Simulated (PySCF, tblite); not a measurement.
# C₅H₉FO₃Si: geometry, infrared bands and NMR shifts

Aim: predict the infrared bands and NMR shifts of C₅H₉FO₃Si (`O=C(O)/C=C(/CCF)[SiH2]O`).

The runs use tblite 0.8.0 and PySCF 2.14.0, with density-fitted response routines of our own; the level of theory stands in each step. All values are computed, except where a source is named. Atoms count from 0, in the outputs and in this text.

### 1 Starting geometry

19 atoms, charge 0, multiplicity 1; geometry from: force field or distance geometry start.

Bonds of the start (Å): O0–C1 1.21, C1–O2 1.36, C1–C3 1.48, C3–C4 1.35, C4–C5 1.52, C5–C6 1.52, C6–F7 1.35, C4–Si8 1.88, Si8–O9 1.65, O2–H10 0.97, C3–H11 1.10, C5–H12 1.11, C5–H13 1.10, C6–H14 1.09, C6–H15 1.11, Si8–H16 1.49, Si8–H17 1.48, O9–H18 0.98.

### 2 Optimising the geometry with GFN2-xTB

What the job is given:

```
{"job": {"kind": "relax", "xc": "GFN2-xTB", "basis": "xTB"}, "charge": 0, "multiplicity": 1}
O      2.724100     0.498700    -0.666300
C      2.298300    -0.507800    -0.146500
O      3.074100    -1.614200    -0.006600
C      0.969800    -0.755200     0.445300
C     -0.112500     0.045300     0.435300
C     -1.403500    -0.387200     1.118800
C     -2.444900    -0.960000     0.166700
F     -2.931500     0.028100    -0.620000
Si    -0.187700     1.736500    -0.375200
O      1.175200     2.613400    -0.049100
H      3.916200    -1.363700    -0.422600
H      0.898700    -1.728900     0.956900
H     -1.835300     0.455100     1.689700
H     -1.161700    -1.153400     1.870300
H     -2.032900    -1.736700    -0.469900
H     -3.287700    -1.379900     0.746200
H     -1.358800     2.484900     0.154100
H     -0.306500     1.560600    -1.841200
H      1.996600     2.173600    -0.345200
```

Started as:

```console
$ OMP_NUM_THREADS=1 python probes_run.py task.json out
```

One launch serves the whole session: the jobs run in the order shown.

**Question.** This job is followed by: GFN2-xTB harmonic vibrations, gas phase; GIAO PBE0/pcSseg-1 NMR shielding, non-relativistic, gas phase. What will the session give for the following? strongest single infrared mode (GFN2-xTB); zero-point energy (GFN2-xTB); 13C shifts against TMS (PBE0/pcSseg-1); 1H shifts against TMS (PBE0/pcSseg-1, means over atoms taken as alike); 17O shifts against H2O (PBE0/pcSseg-1); 19F shifts against CFCl3 (PBE0/pcSseg-1); 29Si shifts against TMS (PBE0/pcSseg-1).

**Answer**, as computed:

| quantity | value |
| --- | --- |
| strongest single infrared mode (GFN2-xTB) | 1106 cm⁻¹, 369 km/mol |
| zero-point energy (GFN2-xTB) | 84.2 kcal/mol |
| 13C shifts against TMS (PBE0/pcSseg-1) | 188.8, 175.1, 133.1, 90.0, 45.5 ppm |
| 1H shifts against TMS (PBE0/pcSseg-1, means over atoms taken as alike) | 6.49, 6.39, 5.02, 4.73, 2.85, 2.37 ppm |
| 17O shifts against H2O (PBE0/pcSseg-1) | 396.8, 213.0, 25.4 ppm |
| 19F shifts against CFCl3 (PBE0/pcSseg-1) | -244.3 ppm |
| 29Si shifts against TMS (PBE0/pcSseg-1) | -30.9 ppm |

In words: The optimisation took 95 steps and gained 0.227 eV; among the close pairs (by a distance rule), C4–Si8 changed most, from 1.877 to 1.915 Å. No mode is imaginary among the 51: a minimum at this level. The strongest single mode, at 1106 cm⁻¹, is spread over several atoms, O2, H10, C1, H11 among them. Unscaled tight-binding wavenumbers are off by several per cent, some by more. Its intensities can rank the bands wrongly. H11 (hydrogen on an α carbon of a C=C–C=O unit) lies farthest downfield among hydrogen, at 6.49 ppm; a vinylic proton, deshielded by the sp2 carbon and the C=C anisotropy. At PBE0/pcSseg-1: The widest tensor belongs to O0: span 549 ppm, with a paramagnetic part of -469 ppm.
